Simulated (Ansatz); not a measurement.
# FGeH₄Si radical: small, medium and large basis sets

An exercise on one series of results from a longer session: the logs are not shown, and one member is left open.

Program: Ansatz 0.2.0, Gaussian basis. Level of theory: one geometry, several basis sets. These are calculated values, not measurements.

Plan: PBE0-D4/def2-SVP; ωB97M-V/def2-SVP; PBE0-D4/def2-QZVPP; ωB97M-V/def2-QZVPP; the functionals' def2-TZVPP values are taken from earlier runs.

**The geometry**

All runs share one geometry, relaxed beforehand with PBE0-D4 in a triple-zeta def2 set.

SMILES `F[SiH][GeH3]`, 7 atoms, charge 0, spin multiplicity 2.

Atoms are counted from 1 here; the program's logs count them from 0.

Bond lengths: F1–Si2 1.610 Å, Si2–Ge3 2.386 Å, Si2–H4 1.494 Å, Ge3–H5 1.537 Å, Ge3–H6 1.535 Å, Ge3–H7 1.540 Å. Angles: F1–Si2–Ge3 110.1°, F1–Si2–H4 106.6°, Ge3–Si2–H4 113.1°, Si2–Ge3–H5 107.6°, Si2–Ge3–H6 109.9°, Si2–Ge3–H7 112.2°, H5–Ge3–H6 109.0°, H5–Ge3–H7 109.1°, H6–Ge3–H7 109.0°.

Geometry (Å):

```
F    -0.82818   -1.79762    1.40951
Si   -0.88044   -1.14053   -0.05940
Ge    0.33382    0.91336   -0.08163
H    -0.32540   -2.15869   -1.00166
H     0.28965    1.46515   -1.51601
H    -0.33101    1.92466    0.86310
H     1.80266    0.72548    0.34038
```

Set-up of the first run:

in.yaml

```yaml
crystal:
  periodic: [false, false, false]
  atoms:
    - {symbol: F, position_ang: [-0.828176, -1.797623, 1.409514]}
    - {symbol: Si, position_ang: [-0.880442, -1.140528, -0.059400]}
    - {symbol: Ge, position_ang: [0.333818, 0.913359, -0.081629]}
    - {symbol: H, position_ang: [-0.325397, -2.158692, -1.001662]}
    - {symbol: H, position_ang: [0.289651, 1.465152, -1.516011]}
    - {symbol: H, position_ang: [-0.331014, 1.924656, 0.863104]}
    - {symbol: H, position_ang: [1.802660, 0.725477, 0.340384]}
basis:
  gaussian: {orbitals: def2-SVP}
magnetization: {spin_polarized: true, initial_magnetization: 1}
hamiltonian: {xc: pbe0, dispersion: d4}
output: {orbitals: {seedname: orbitals}}
```

Launch:

```sh
> ansatz run in.yaml --threads 4 --pin off --events-out ev --progress --plain --max-ram 10444MiB
```

Steps of the session up to this table: PBE0-D4 in def2-SVP; ωB97M-V in def2-SVP; PBE0-D4 in def2-QZVPP; ωB97M-V in def2-QZVPP.

One table of the session follows, with a row left open; its other results are not shown here.

It belongs to the step «Functionals by basis». 

```
functional       basis  HOMO (eV)  LUMO (eV)
   PBE0-D4    def2-SVP      -6.20      -2.66
   PBE0-D4  def2-TZVPP      -6.27      -2.67
   PBE0-D4  def2-QZVPP          ?          ?
   ωB97M-V    def2-SVP      -7.89      -0.97
   ωB97M-V  def2-TZVPP      -7.97      -1.06
   ωB97M-V  def2-QZVPP      -8.00      -1.13
```

Estimate the missing values for PBE0-D4, def2-QZVPP.

As computed: HOMO (eV): -6.28; LUMO (eV): -2.70. In the column «HOMO (eV)» it lies between ωB97M-V, def2-SVP (-7.89) and PBE0-D4, def2-TZVPP (-6.27).
